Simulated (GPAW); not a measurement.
Crystal: Ba2Tl5V3O12.

```xyz
22
Lattice="4.2370 2.4462 6.1284 -4.2370 2.4462 6.1284 0.0000 -4.8924 6.1284" Properties=species:S:1:pos:R:3 pbc="T T T"
Ba    0.0000    0.0000    9.1926
Ba    0.0000    0.0000    0.0000
V     0.0000    2.4462    6.1284
V    -2.1185   -1.2231    6.1284
V     2.1185   -1.2231    6.1284
Tl    0.0000   -2.4462    3.0642
Tl    2.1185    1.2231    3.0642
Tl   -2.1185    1.2231    3.0642
Tl    0.0000    0.0000   13.6133
Tl    0.0000    0.0000    4.7719
O     2.6932   -0.0671    7.4143
O    -1.2885    2.3659    7.4143
O    -1.4047   -2.2988    7.4143
O    -1.4047    2.2988   10.9709
O     2.6932    0.0671   10.9709
O    -1.2885   -2.3659   10.9709
O    -2.6932    0.0671   10.9709
O     1.2885   -2.3659   10.9709
O     1.4047    2.2988   10.9709
O     1.4047   -2.2988    7.4143
O    -2.6932   -0.0671    7.4143
O     1.2885    2.3659    7.4143
```

The cell was built by a generator and needn't be a form met in nature.

Alike in all runs: program GPAW 26.7.0; functional PBE; potentials or basis GPAW PAW data sets (gpaw-data 1.2.1); cutoff 800 eV; basis pw; k mesh 3 × 3 × 3; occupations fermi-dirac, width 0.05 eV.

The same cell was started in several ways:

```tsv
start	free energy over the lowest (meV/atom)	net moment (μB)	site or absolute moments (μB)	gap
collinear spin, ferromagnetic start of up to 3.5 μB	0.0	1.17	Ba +0.00, -0.00; V +0.34; Tl +0.00, +0.02; O -0.01	none (metal or under the smearing width)
no spin polarisation	2.1	-	-	none (metal or under the smearing width)
collinear spin, ferromagnetic start of up to 2 μB	0.0	1.17	Ba +0.00, -0.00; V +0.34; Tl +0.00, +0.02; O -0.01	none (metal or under the smearing width)
```

Allowing spin polarisation gains 2 meV/atom. A still lower state may exist.

Caveats: semilocal functionals often make such compounds metallic where correlation or magnetic order opens a gap, which also shifts bond lengths.
